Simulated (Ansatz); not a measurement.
LaSi3Rh: relaxation of cell and atoms with RPBE

The system is LaSi3Rh.

```
La Rh Si
1.0
    -2.13487    2.13487    4.93463
     2.13487   -2.13487    4.93463
     2.13487    2.13487   -4.93463
La Rh Si
1 1 3
Cartesian
  0.0000 0.0000 9.8643
  0.0000 0.0000 6.4597
  0.0000 2.1349 2.5859
  2.1349 0.0000 2.5859
  0.0000 0.0000 4.0655
```

The cell is a database's computed one.

```
Program             : Ansatz 0.2.0
Task                : relaxation of cell and atoms
Functional          : RPBE
Potentials or basis : Ansatz PAW
Cutoff              : 420 eV (not typed: the program's choice for these potentials)
k mesh              : 9 × 9 × 9
Occupations         : fermi-dirac, width 0.05 eV
Spin                : no spin polarisation
```

```yaml
Relaxed_volume: 18.47 Å³/atom
Relaxed_cell: a = 5.833 Å, b = 5.833 Å, c = 5.833 Å, α = 136.64°, β = 136.64°, γ = 62.99°
Space_group_after_relaxing_to_0.05_Å: I4mm (No. 107)
Energy_gained_by_relaxing: 4.9 meV/atom
Ionic_steps: 5
Pressure_after_relaxing: 0.0 GPa
Largest_force_after_relaxing: 0.005 eV/Å
```

Forces on the atoms (eV/Å):
```
La   0.000  0.000 -0.001
Rh   0.000  0.000 -0.005
Si   0.000  0.000  0.003
Si   0.000  0.000  0.003
Si   0.000  0.000  0.001
```

The path:
| step | energy change (eV) | largest force (eV/Å) | volume (Å³) |
| --- | --- | --- | --- |
| 1 | 0.0000 | 0.1094 | 89.96 |
| 2 | -0.0226 | 0.0302 | 92.85 |
| 3 | -0.0237 | 0.0143 | 92.39 |
| 4 | -0.0237 | 0.0052 | 92.36 |
| 5 | -0.0243 | 0.0050 | 92.36 |

Final structure:
```xyz
5
Lattice="-2.1547 2.1547 4.9735 2.1547 -2.1547 4.9735 2.1547 2.1547 -4.9735" Properties=species:S:1:pos:R:3 pbc="T T T"
La    0.0000    0.0000    9.9431
Rh    0.0000    0.0000    6.5112
Si    0.0000    2.1547    2.6078
Si    2.1547    0.0000    2.6078
Si    0.0000    0.0000    4.0928
```

It took 18 s on 2 threads of AMD EPYC 9R45 96-Core Processor (Zen 5), on a shared host, peak memory 0.56 GiB.

Caveat: the plane-wave basis is chosen anew once the cell has moved, so the energies of steps on either side of that aren't comparable; the PAW data sets come from PBE, with cores solved anew for the run's functional, which leaves a small shift of forces and pressure. The run has no spin-orbit coupling, so splittings on La are missing.
